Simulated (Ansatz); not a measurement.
Runs of Ansatz 0.2.0 on WF. The structure is trigonal, space group R3m (No. 160). The conventional cell has a = 2.732 Å, b = 2.732 Å, c = 15.209 Å, α = 90.00°, β = 90.00°, γ = 120.00°. Around W (site symmetry 3m) lie 1 F at 1.87 Å. F (site symmetry 3m) has 1 W at 1.87 Å as nearest neighbours. The cell was built by a generator and needn't be a form met in nature.

```csv
task,level,U,k mesh,share of exact exchange,hubbard projectors,double counting,mesh quality,gap on the mesh (eV),pressure (GPa),largest force (eV/Å)
single point,HSE06 form with a typed share of exact exchange,-,6 × 6 × 6,0.35,-,-,coarse,none,-8.8,0.84
projected density of states,PBE,-,11 × 11 × 11,-,-,-,not flagged,none,(b),-
projected density of states,PBE+U,W d U = 1 eV,11 × 11 × 11,-,ortho-atomic (the default),fll (the default),not flagged,none,0.8,0.01
projected density of states,PBE+U,W d U = 6 eV,11 × 11 × 11,-,ortho-atomic (the default),fll (the default),not flagged,none,(a),0.19
single point,HSE06,-,6 × 6 × 6,0.25,-,-,coarse,none,(c),0.58
```

Alike in all rows: potentials or basis Ansatz PAW; no spin polarisation; cell as given; cutoff (eV) 420; smearing fermi-dirac 0.05 eV.

Problem. Fill in the values left out.

Solution. (a) 3.3; (b) 0.5; (c) -6.7.

Caveats: some runs use coarse meshes; an odd number of electrons without spin polarisation forces a metal; a magnetic or distorted state may lie lower; the density of states is complete only up to the lowest level of the last band computed (some runs); the PAW data sets come from PBE, with cores solved anew for the run's functional, which leaves a small shift of forces and pressure (some runs); the thresholds are loose for stress (some runs); U without spin polarisation on a metal has little footing (some runs).

A k mesh can miss the band edges, and the runs leave out spin-orbit coupling on W.

A gap of «none» marks a metal or a gap under the smearing width.
